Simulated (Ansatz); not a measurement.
Working through a comparison of dispersion corrections of AlAsH11NSi2, SMILES [SiH3][N]([SiH3])[AlH2-][AsH3+]

Program: Ansatz 0.2.0 through its Python package.

Typed at the interpreter:
```pycon
>>> import ansatz as az
>>> geometry_ang = [
...     ("Si", [-1.1609, 1.5869, -0.4624]),
...     ("N", [-1.3316, -0.1854, -0.2559]),
...     ("Si", [-1.2405, -0.5458, 1.4977]),
...     ("Al", [0.1375, -1.0499, -1.1368]),
...     ("As", [2.2932, -0.3044, -0.2381]),
...     ("H", [0.0663, 2.0669, 0.1915]),
...     ("H", [-1.1146, 1.9175, -1.8949]),
...     ("H", [-2.3189, 2.2628, 0.1417]),
...     ("H", [-1.261, -2.0016, 1.7068]),
...     ("H", [-2.4017, 0.0462, 2.1788]),
...     ("H", [-0.0103, 0.0155, 2.0768]),
...     ("H", [0.0105, -2.6296, -0.9416]),
...     ("H", [0.0819, -0.7186, -2.6979]),
...     ("H", [2.3709, -0.6498, 1.2847]),
...     ("H", [3.4378, -1.0481, -1.0007]),
...     ("H", [2.4414, 1.2375, -0.4496]),
... ]
>>> molecule = az.Crystal.molecule()
>>> for symbol, xyz in geometry_ang:
...     molecule = molecule.atom(symbol, xyz)
...
>>> job = molecule.calculation().basis(gaussian="def2-SVP")
>>> for name in ["pbe", "pbe0"]:
...     for correction in ("d3bj", "d4"):
...         summary = job.functional(name, dispersion=correction).run().report
...         print(f"{name:8s} {correction:5s} total {summary['free_energy_ev']:.5f} eV, of which dispersion {1000 * summary['dispersion']['energy']['ev']:.2f} meV")
...
pbe      d3bj  total -84823.77847 eV, of which dispersion -495.99 meV
pbe      d4    total -84823.79593 eV, of which dispersion -513.46 meV
pbe0     d3bj  total -84828.30892 eV, of which dispersion -465.64 meV
pbe0     d4    total -84828.28864 eV, of which dispersion -445.35 meV
```

Caveats:
- Total energies depend on the basis set; only differences at equal settings carry meaning.
- The geometry is a force-field or estimated start, not a minimum of this method, and the basis set is short of its limit. D4 holds the three-body term, and d3bj doesn't.
- It ran for 39 s on 1 thread of Arm Neoverse V1, with other jobs on the host, peak memory 0.49 GiB.

(Lines on the test bed's own set-up are left out of the output.)
